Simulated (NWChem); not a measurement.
**triplet BaS at 3 levels**

Wanted: a comparison of 3 runs (UHF/def2-TZVP, UMP2/def2-TZVP, UCCSD/def2-TZVP) of triplet BaS. Input form: an ASE script.

The results are computed with NWChem 7.3.0.

### Step 1. The structure to begin with

BaS: 2 atoms, total charge 0, spin state triplet. As SMILES of the parent species, `[S][Ba]`. The bond length is the one measured for the parent species. That shape belongs to the parent species and isn't relaxed for this state.

Bond lengths: S1–Ba2 2.507 Å.

### Step 2. The energy at UHF/def2-TZVP (core potential) (run 1)

Input file bas.xyz:

```xyz
2
BaS hf
S      0.000000     0.000000     0.000000
Ba     0.000000     0.000000     2.507400
```

Input file run.py:

```python
from ase.io import read
from ase.calculators.nwchem import NWChem

system = read('bas.xyz')

calc = NWChem(
    label='bas',
    theory='scf',
    memory='2200 mb',
    basis='def2-TZVP',
    basispar='spherical bse',
    scf={'nopen': '2', 'uhf': None, 'thresh': '1e-08', 'maxiter': '80'},
    task='energy',
    **{'ecp bse': {'Ba library': 'def2-TZVP'}},
)
system.calc = calc

print(f"energy = {system.get_potential_energy():.6f} eV")
```

Started as:

```console
export ASE_NWCHEM_COMMAND="nwchem PREFIX.nwi > PREFIX.nwo"
python run.py
```

Output:

```text
energy = -11501.107144 eV
```

The calculator wrote bas.nwi:

```
title "bas"

permanent_dir bas

scratch_dir bas

start bas

geometry units angstrom nocenter noautosym noautoz
  S  0.0000000000000000e+00 0.0000000000000000e+00 0.0000000000000000e+00
  Ba 0.0000000000000000e+00 0.0000000000000000e+00 2.5074000000000001e+00
end

memory 2200 mb

basis spherical bse noprint
   * library def2-TZVP
end

scf
  nopen 2
  uhf
  thresh 1e-08
  maxiter 80
end
ecp bse
  Ba library def2-TZVP
end

task scf energy
```

bas.nwo:

```text
Northwest Computational Chemistry Package (NWChem) 7.3.0
             --------------------------------------------------------

           Job information
           ---------------

    nwchem branch   = 7.3.0
    use scalapack   = T
    input           = bas.nwi
    prefix          = bas.
    data base       = bas/bas.db
    status          = startup
    nproc           =        1

           Memory information
           ------------------

[... 5 lines left out ...]
    hardfail = no
[... 96 lines left out ...]
 1-e energy   =    -657.102181
[... 9 lines left out ...]
 Convergence threshold     :          1.000E-08
[... 17 lines left out ...]
      One electron energy =   -659.218129551287
[... 9 lines left out ...]
          Final alpha eigenvalues
[... 343 lines left out ...]
                     UHF Final Beta Molecular Orbital Analysis
[... 333 lines left out ...]
       Multipole analysis of the density wrt the origin
       ------------------------------------------------

     L   x y z        total         alpha         beta         nuclear
     -   - - -        -----         -----         ----         -------
     0   0 0 0      0.000000    -14.000000    -12.000000     26.000000

     1   1 0 0     -0.000000     -0.000000     -0.000000      0.000000
[... 8 lines of this table left out ...]
     2   0 0 2    -33.442215   -157.117448   -100.839536    224.514769

 Task  times  cpu:       46.1s     wall:       46.1s
 Total times  cpu:       46.1s     wall:       46.1s
```

It took 48 s on 1 thread of Intel Xeon Platinum 8259CL at 2.50GHz (Skylake/Cascade Lake), shared host; peak memory 0.099 GiB.

### Step 3. A single-point energy at UMP2/def2-TZVP (core potential) (run 2)

Input file a.xyz:

```xyz
2
BaS
S      0.000000     0.000000     0.000000
Ba     0.000000     0.000000     2.507400
```

Input file run.py:

```python
from ase.io import read
from ase.calculators.nwchem import NWChem

mol = read('a.xyz')

calc = NWChem(
    label='a',
    theory='mp2',
    memory='2200 mb',
    basis='def2-TZVP',
    basispar='spherical bse',
    scf={'nopen': '2', 'uhf': None, 'thresh': '1e-08', 'maxiter': '80'},
    mp2={'freeze': 'core 5', 'tight': None},
    task='energy',
    **{'ecp bse': {'Ba library': 'def2-TZVP'}},
)
mol.calc = calc

e = mol.get_potential_energy()
print(f"E = {e:.6f} eV")
```

Started as:

```console
export ASE_NWCHEM_COMMAND="nwchem PREFIX.nwi > PREFIX.nwo"
python run.py
```

Output:

```text
E = -11509.291563 eV
```

The calculator wrote a.nwi:

```
title "a"

permanent_dir a

scratch_dir a

start a

geometry units angstrom nocenter noautosym noautoz
  S  0.0000000000000000e+00 0.0000000000000000e+00 0.0000000000000000e+00
  Ba 0.0000000000000000e+00 0.0000000000000000e+00 2.5074000000000001e+00
end

memory 2200 mb

basis spherical bse noprint
   * library def2-TZVP
end

scf
  nopen 2
  uhf
  thresh 1e-08
  maxiter 80
end
mp2
  freeze core 5
  tight
end
ecp bse
  Ba library def2-TZVP
end

task mp2 energy
```

a.nwo:

```text
Northwest Computational Chemistry Package (NWChem) 7.3.0
             --------------------------------------------------------

           Job information
           ---------------

    nwchem branch   = 7.3.0
    use scalapack   = T
    input           = a.nwi
    prefix          = a.
    data base       = a/a.db
    status          = startup
    nproc           =        1

           Memory information
           ------------------

[... 5 lines left out ...]
    hardfail = no
[... 96 lines left out ...]
 1-e energy   =    -657.102181
[... 9 lines left out ...]
 Convergence threshold     :          1.000E-08
[... 17 lines left out ...]
      One electron energy =   -659.218129551287
[... 9 lines left out ...]
          Final alpha eigenvalues
[... 343 lines left out ...]
                     UHF Final Beta Molecular Orbital Analysis
[... 398 lines left out ...]
          ---------------------------------------------------
                    Spin Component Scaled (SCS) MP2
          Same spin pairs                     -0.079327250943
          Same spin scaling factor             0.333333333333
          Opposite spin pairs                 -0.221444609011
          Opposite spin scaling fact.          1.200000000000
          SCS-MP2 correlation energy          -0.292175947794
          Total SCS-MP2 energy              -422.950071184464
          ---------------------------------------------------

 -----------------------
 Task  times  cpu:       56.2s     wall:       56.2s
 Total times  cpu:       56.2s     wall:       56.2s
```

Wall time 58 s (1 thread of Intel Xeon Platinum 8259CL at 2.50GHz (Skylake/Cascade Lake), shared host); peak memory 0.16 GiB.

### Step 4. A single-point energy at UCCSD/def2-TZVP (core potential) (run 3)

Input file bas.xyz:

```xyz
2

S      0.000000     0.000000     0.000000
Ba     0.000000     0.000000     2.507400
```

Input file run.py:

```python
from ase.io import read
from ase.calculators.nwchem import NWChem

molecule = read('bas.xyz')

calc = NWChem(
    label='bas',
    theory='tce',
    memory='2200 mb',
    basis='def2-TZVP',
    basispar='spherical bse',
    scf={'nopen': '2', 'uhf': None, 'thresh': '1e-08', 'maxiter': '80'},
    tce={'scf': None, 'ccsd': None, 'freeze': 'core 5', 'maxiter': '60'},
    task='energy',
    **{'ecp bse': {'Ba library': 'def2-TZVP'}},
)
molecule.calc = calc

print("Total energy (eV):", round(molecule.get_potential_energy(), 6))
```

Started as:

```console
export ASE_NWCHEM_COMMAND="nwchem PREFIX.nwi > PREFIX.nwo"
python run.py
```

Output:

```text
Total energy (eV): -11510.195825
```

The calculator wrote bas.nwi:

```
title "bas"

permanent_dir bas

scratch_dir bas

start bas

geometry units angstrom nocenter noautosym noautoz
  S  0.0000000000000000e+00 0.0000000000000000e+00 0.0000000000000000e+00
  Ba 0.0000000000000000e+00 0.0000000000000000e+00 2.5074000000000001e+00
end

memory 2200 mb

basis spherical bse noprint
   * library def2-TZVP
end

scf
  nopen 2
  uhf
  thresh 1e-08
  maxiter 80
end
tce
  scf
  ccsd
  freeze core 5
  maxiter 60
end
ecp bse
  Ba library def2-TZVP
end

task tce energy
```

bas.nwo:

```text
Northwest Computational Chemistry Package (NWChem) 7.3.0
             --------------------------------------------------------

           Job information
           ---------------

    nwchem branch   = 7.3.0
    use scalapack   = T
    input           = bas.nwi
    prefix          = bas.
    data base       = bas/bas.db
    status          = startup
    nproc           =        1

           Memory information
           ------------------

[... 5 lines left out ...]
    hardfail = no
[... 104 lines left out ...]
         Quadratically convergent UHF
[... 18 lines left out ...]
         Total SCF energy =   -422.657895236671
[... 2 lines left out ...]
 Nuclear repulsion energy =     33.767392454316
[... 65 lines left out ...]
                    UHF Final Alpha Molecular Orbital Analysis
[... 785 lines left out ...]
 CCSD total energy / hartree       =      -422.991898105554469
[... 1 line left out ...]
 Singles contributions

 Doubles contributions

 Task  times  cpu:       94.0s     wall:       94.0s
 Total times  cpu:       94.0s     wall:       94.0s
```

It took 97 s on 1 thread of Intel Xeon Platinum 8259CL at 2.50GHz (Skylake/Cascade Lake), shared host; peak memory 1 GiB.

### Step 5. All runs side by side

| run | level | module | frozen core orbitals | energy (Eh) | HOMO energy (eV) | LUMO energy (eV) | ⟨S²⟩ | wall time |
| --- | --- | --- | --- | --- | --- | --- | --- | --- |
| 1 | UHF/def2-TZVP (core potential) | scf | – | -422.657895 | -4.57 | 0.01 | 2.014 | 48 s |
| 2 | UMP2/def2-TZVP (core potential) | mp2 | 5 | -422.958667 | -4.57 | 0.01 | 2.014 | 58 s |
| 3 | UCCSD/def2-TZVP (core potential) | tce | 5 | -422.991898 | -4.57 | 0.01 | 2.014 | 97 s |

### Step 6. Summary of results

```
                                                         quantity          value
                                              run 3: total energy  -422.99190 Eh
run 3: HOMO energy (Hartree–Fock orbitals) (highest over α and β)       -4.57 eV
 run 3: LUMO energy (Hartree–Fock orbitals) (lowest over α and β)        0.01 eV
               run 3: correlation energy (5 core orbitals frozen)     -334.0 mEh
                         run 3: ⟨S²⟩ of the reference determinant          2.014
```

**Reading.** Below the UHF energy at the same shape and in the same basis (def2-TZVP): UMP2 -300.8 mEh; UCCSD -334.0 mEh. All runs together took 3.4 min, the longest 97 s.
